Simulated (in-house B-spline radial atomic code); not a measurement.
# Zr⁶⁺: excited configurations

Wanted: excitation energies of Zr⁶⁺ as differences of total energies (ΔSCF).

Program: in-house B-spline radial atomic code version 1. Level of theory: Dirac-Hartree-Fock, average of configuration, Fermi nucleus, basis-set limit. These are calculated values, not measurements, unless marked.

**1. The atom as given**

| Quantity | Value |
| --- | --- |
| element | zirconium (Z = 40) |
| charge | +6 |
| electrons | 34 |
| configuration | [Ar] 3d10 4s2 4p4 |
| Hamiltonian | Dirac-Coulomb |
| nucleus | Fermi, rms radius 4.269 fm |

The outer shells:

[Ar] 3d10 4s2 4p4
```
[Ar] core
3d [↑↓][↑↓][↑↓][↑↓][↑↓]
4s [↑↓]
4p [↑↓][↑ ][↑ ]
```

The boxes draw the filling by Hund's rule, which heavy ions in jj coupling don't follow; these runs average over all states of the configuration.

Settings of the run:

```ini
Z = 40
electrons = 34.0
configuration = [Ar] 3d10 4s2 4p4
hamiltonian = dirac
method = hf
spin_polarised = False
nucleus = fermi
rms_radius = 4.2694
mass_number = 90
atomic_mass = 89.904698755
speed_of_light = 137.035999084
```

This reference run was done before. Its total energy is -3587.939532 hartree, and its levels are (the highest eight at most):

```
orbital  occupation  energy (eV)  <r> (bohr)
  3s1/2           2      -537.56      0.4546
  3p1/2           2      -451.32      0.4525
  3p3/2           4      -436.96      0.4623
  3d3/2           4      -285.98      0.4470
  3d5/2           6      -283.38      0.4504
  4s1/2           2      -141.40       1.158
  4p1/2     1.33333      -115.95       1.242
  4p3/2     2.66667      -113.75       1.262
```

**2. [Ar] 3d9 4s2 4p4 8g1**

Settings of the run:

```ini
Z = 40
electrons = 34.0
configuration = [Ar] 3d9 4s2 4p4 8g1
hamiltonian = dirac
method = hf
spin_polarised = False
nucleus = fermi
rms_radius = 4.2694
mass_number = 90
atomic_mass = 89.904698755
speed_of_light = 137.035999084
```

**3. [Ar] 3d10 4s1 4p4 5g1**

Settings: those of step 2 with these lines changed.

```diff
@@ -2,3 +2,3 @@
 electrons = 34.0
-configuration = [Ar] 3d9 4s2 4p4 8g1
+configuration = [Ar] 3d10 4s1 4p4 5g1
 hamiltonian = dirac
```

**4. Configuration [Ar] 3d10 4s2 4p3 5p1**

Settings: those of step 3 with these lines changed.

```diff
@@ -2,3 +2,3 @@
 electrons = 34.0
-configuration = [Ar] 3d10 4s1 4p4 5g1
+configuration = [Ar] 3d10 4s2 4p3 5p1
 hamiltonian = dirac
```

**5. Run with [Ne] 3s2 3p5 3d10 4s2 4p4 5d1**

Settings: those of step 4 with these lines changed.

```diff
@@ -2,3 +2,3 @@
 electrons = 34.0
-configuration = [Ar] 3d10 4s2 4p3 5p1
+configuration = [Ne] 3s2 3p5 3d10 4s2 4p4 5d1
 hamiltonian = dirac
```

**6. Run with [Ar] 3d10 4s2 4p3 4d1**

Settings: those of step 5 with these lines changed.

```diff
@@ -2,3 +2,3 @@
 electrons = 34.0
-configuration = [Ne] 3s2 3p5 3d10 4s2 4p4 5d1
+configuration = [Ar] 3d10 4s2 4p3 4d1
 hamiltonian = dirac
```

**7. [Ar] 3d10 4s1 4p4 8g1**

Settings: those of step 6 with these lines changed.

```diff
@@ -2,3 +2,3 @@
 electrons = 34.0
-configuration = [Ar] 3d10 4s2 4p3 4d1
+configuration = [Ar] 3d10 4s1 4p4 8g1
 hamiltonian = dirac
```

**Question.** How far above the reference does each configuration lie (order and size, in eV)?

The runs gave:

| net move | configuration | energy above the reference (eV) | with Breit, QED, recoil (eV) | largest <r> (bohr) |
| --- | --- | --- | --- | --- |
| 4p → 4d | [Ar] 3d10 4s2 4p3 4d1 | 36.826 | 36.771 | 1.52 |
| 4p → 5p | [Ar] 3d10 4s2 4p3 5p1 | 60.703 | 60.670 | 2.65 |
| 4s → 5g | [Ar] 3d10 4s1 4p4 5g1 | 114.01 | 113.91 | 3.88 |
| 4s → 8g | [Ar] 3d10 4s1 4p4 8g1 | 130.32 | 130.22 | 12.2 |
| 3d → 8g | [Ar] 3d9 4s2 4p4 8g1 | 267.19 | 267.17 | 12.2 |
| 3p → 5d | [Ne] 3s2 3p5 3d10 4s2 4p4 5d1 | 393.91 | 393.52 | 3.09 |

Quantum defects of the promoted electron, δ = n − ζ/√(−2ε) with ζ = 7 and ε its orbital energy in hartree:

| promotion | δ |
| --- | --- |
| 4p → 5p | 1.462 |
| 4s → 5g | 0.012 |
| 4s → 8g | 0.026 |
| 3d → 8g | 0.026 |
| 3p → 5d | 0.999 |

The energies run from 36.826 eV (4p → 4d) to 393.91 eV (3p → 5d). Koopmans' estimate of the ionisation threshold is 113.75 eV; 3 configurations exceed it by over 2 % and could autoionise. Of those tabulated, the defect is largest for 5p (1.46) and least for 5g (0.01): low angular momentum penetrates the core, high angular momentum stays outside it. Two partly filled shells share a symmetry and can mix in the average, which may lower the energy, for: 4p → 5p; 3p → 5d. These are averages over configurations, without correlation, not spectroscopic levels.
